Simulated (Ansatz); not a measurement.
# Ni: the cost of one run

Program: Ansatz 0.2.0. Level of theory: DFT PBE, PAW, plane waves, scalar-relativistic. These are calculated values, not measurements.

The COD cell was measured well above room temperature, so it is larger than a cold one.

**1. The system as given**

It takes space group Fm-3m (No. 225, cubic). The conventional cell has a = 3.615 Å, b = 3.615 Å, c = 3.615 Å, α = 90.00°, β = 90.00°, γ = 90.00°. Around Ni (site symmetry m-3m) lie 12 Ni at 2.56 Å.

As a file:

```cif
data_structure
_symmetry_space_group_name_H-M 'P 1'
_symmetry_Int_Tables_number 1
_cell_length_a 4.4275
_cell_length_b 4.4275
_cell_length_c 4.4275
_cell_angle_alpha 33.557
_cell_angle_beta 33.557
_cell_angle_gamma 33.557
_cell_volume 23.62
loop_
_atom_site_label
_atom_site_type_symbol
_atom_site_fract_x
_atom_site_fract_y
_atom_site_fract_z
_atom_site_occupancy
Ni1 Ni 0.00000 0.00000 0.00000 1
Ni2 Ni 0.50000 0.50000 0.50000 1
```

Labels such as Ni2 number the atoms in the order of the input file.

First come: parallel moments, plain SCF; opposed moments +-, plain SCF; no spin polarisation; spin on, no moments given (the program may seed its own), plain SCF. What is tried next depends on their ends.

A plain SCF has the search for lower states switched off and ends at the first converged state. 

Site moments are integrals over atomic spheres and don't add up to the total.

**2. Parallel moments, plain SCF**

Contents of input.yaml:

```yaml
crystal:
  lattice:
    - [3.615, 1.8075, 1.8075]
    - [1.8075, 3.615, 1.8075]
    - [1.8075, 1.8075, 3.615]
  atoms:
    - { symbol: Ni, position: [0.0, 0.0, 0.0], spin: 2.0 }
    - { symbol: Ni, position: [0.5, 0.5, 0.5], spin: 2.0 }
magnetization:
  spin_polarized: true
hamiltonian:
  xc: pbe
  pseudopotentials: { kind: paw }
basis:
  ecutwfc: 420
kpoints:
  mp_grid: { grid: [13, 13, 13] }
scf:
  occupations: { method: fermi_dirac, width: 0.1 }
  lower_state_search: "off"
output:
  forces: true
  stress: true
  write_density: true
  write_potential: true
  elf: true
  volumetric_format: npy
```

Run with:

```bash
$ ansatz run input.yaml --threads 2 --pin off --max-ram 5120MiB --backend cpu --events-out ev --progress --plain --runs-dir out
```

What time and memory should one allow on 2 threads of Arm Neoverse V2, shared host?

About 12 s, with a peak of 0.45 GiB.
